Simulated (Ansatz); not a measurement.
Predict the output of the script below (the Python package of Ansatz (0.2.0)).

`hfru3_hfru3_pm_3m.xyz`
```text
4
Lattice="3.955773 0.0 0.0 0.0 3.955773 0.0 0.0 0.0 3.955773" Properties=species:S:1:pos:R:3 pbc="T T T"
Hf    0.00000000    0.00000000    0.00000000
Ru    1.97788650    1.97788650    0.00000000
Ru    1.97788650    0.00000000    1.97788650
Ru    0.00000000    1.97788650    1.97788650
```

`hfru3_hfru_pm_3m.cif`
```cif
data_HfRu
_cell_length_a 3.233000
_cell_length_b 3.233000
_cell_length_c 3.233000
_cell_angle_alpha 90.00000
_cell_angle_beta 90.00000
_cell_angle_gamma 90.00000
_symmetry_space_group_name_H-M 'P 1'
_symmetry_Int_Tables_number 1
loop_
_symmetry_equiv_pos_as_xyz
'x, y, z'
loop_
_atom_site_label
_atom_site_type_symbol
_atom_site_fract_x
_atom_site_fract_y
_atom_site_fract_z
Hf1 Hf    0.000000    0.000000    0.000000
Ru2 Ru    0.500000    0.500000    0.500000
```

`hfru3_hf.vasp`
```text
Hf
1.0
   3.19670000    0.00000000    0.00000000
  -1.59835000    2.76842341    0.00000000
   0.00000000    0.00000000    5.05780000
Hf
2
Direct
   0.33333333    0.66666667    0.25000000
   0.66666667    0.33333333    0.75000000
```

`hfru3_ru.cif`
```cif
data_Ru
_cell_length_a 2.705800
_cell_length_b 2.705800
_cell_length_c 4.281900
_cell_angle_alpha 90.00000
_cell_angle_beta 90.00000
_cell_angle_gamma 120.00000
_symmetry_space_group_name_H-M 'P 1'
_symmetry_Int_Tables_number 1
loop_
_symmetry_equiv_pos_as_xyz
'x, y, z'
loop_
_atom_site_label
_atom_site_type_symbol
_atom_site_fract_x
_atom_site_fract_y
_atom_site_fract_z
Ru1 Ru    0.333333    0.666667    0.250000
Ru2 Ru    0.666667    0.333333    0.750000
```

The script, `hull.py`:
```python
from collections import Counter
import warnings

import ansatz
from ase.io import read
import numpy as np
import pandas as pd

SETTINGS = {
    'xc': 'LDA',
    'cutoff': 470,
    'k_spacing': 0.26,
    'smearing': 'fermi_dirac',
    'smearing_width': 0.05,
}


def compute(name, crystal):
    calc = (
        crystal.calculation()
        .functional(SETTINGS['xc'])
        .scf(lower_state_search='light')
        .basis(SETTINGS['cutoff'], density_ratio=8)
        .kpoints(spacing=SETTINGS['k_spacing'])
        .occupations(SETTINGS['smearing'], width=SETTINGS['smearing_width'])
    )
    calc = calc.relax(force_tolerance=0.02, cell=True)
    return calc.run(threads=1, pin='off')


def counts(outcome):
    return Counter(site.symbol for site in outcome.lattice.sites)

def formation_energy(outcome, mu):
    n = counts(outcome)
    return (outcome.report['energy_sigma0_ev'] - sum(k * mu[element] for element, k in n.items())) / sum(n.values())


def main() -> None:
    warnings.simplefilter('ignore')

    phases = {}
    hfru3_pm_3m = ansatz.Crystal.from_extxyz('hfru3_hfru3_pm_3m.xyz')
    phases['HfRu3 Pm-3m'] = hfru3_pm_3m
    atoms = read('hfru3_hfru_pm_3m.cif')
    hfru_pm_3m = ansatz.Crystal.from_ase(atoms)
    phases['HfRu Pm-3m'] = hfru_pm_3m
    atoms = read('hfru3_hf.vasp', format='vasp')
    hf = ansatz.Crystal.from_ase(atoms)
    phases['Hf'] = hf
    atoms = read('hfru3_ru.cif')
    ru = ansatz.Crystal.from_ase(atoms)
    phases['Ru'] = ru

    done = {}
    for name, crystal in phases.items():
        done[name] = compute(name, crystal)
        print(f'{name}: {done[name].report["energy_sigma0_ev"]:.4f} eV, {len(done[name].lattice.sites)} atoms')

    references = {'Hf': 'Hf', 'Ru': 'Ru'}
    mu = {element: done[name].report['energy_sigma0_ev'] / len(done[name].lattice.sites) for element, name in references.items()}
    points = sorted((counts(o)['Ru'] / len(o.lattice.sites), formation_energy(o, mu), name) for name, o in done.items())

    hull = []
    for x, e, _ in points:
        while len(hull) > 1 and (hull[-1][0] - hull[-2][0]) * (e - hull[-2][1]) - (hull[-1][1] - hull[-2][1]) * (x - hull[-2][0]) <= 0:
            hull.pop()
        hull.append((x, e))
    rows = [(name, x, e, e - np.interp(x, *zip(*hull))) for x, e, name in points]
    print(pd.DataFrame(rows, columns=['phase', 'x(Ru)', 'E_form (eV/atom)', 'above hull (eV/atom)']).round(4).to_string(index=False))
    print('on the hull of these phases:', ', '.join(row[0] for row in rows if row[3] < 1e-6))


if __name__ == '__main__':
    main()
```

Running `python hull.py` prints:
```text
HfRu3 Pm-3m: -32752.4432 eV, 4 atoms
HfRu Pm-3m: -21236.6705 eV, 2 atoms
Hf: -30953.7251 eV, 2 atoms
Ru: -11516.5788 eV, 2 atoms
      phase  x(Ru)  E_form (eV/atom)  above hull (eV/atom)
         Hf   0.00            0.0000                0.0000
 HfRu Pm-3m   0.50           -0.7593                0.0000
HfRu3 Pm-3m   0.75           -0.1781                0.2015
         Ru   1.00            0.0000                0.0000
on the hull of these phases: Hf, HfRu Pm-3m, Ru
```

The settings weren't tested for convergence. Spin is left out of this run. For the metals among these phases the mesh is modest: differences between phases can be off by up to 40 meV an atom. Spin-orbit coupling, which matters for elements this heavy, is left out. The cells come from databases of deposited and of computed structures, and not all need be stable phases. Differences under about 40 meV an atom lie within the error of mesh and functional, so such verdicts may flip; only the cells listed enter the hull. It ran for 32 s on 1 thread of Intel(R) Xeon(R) 6975P-C (Granite Rapids) (shared host), peak memory 0.59 GiB.
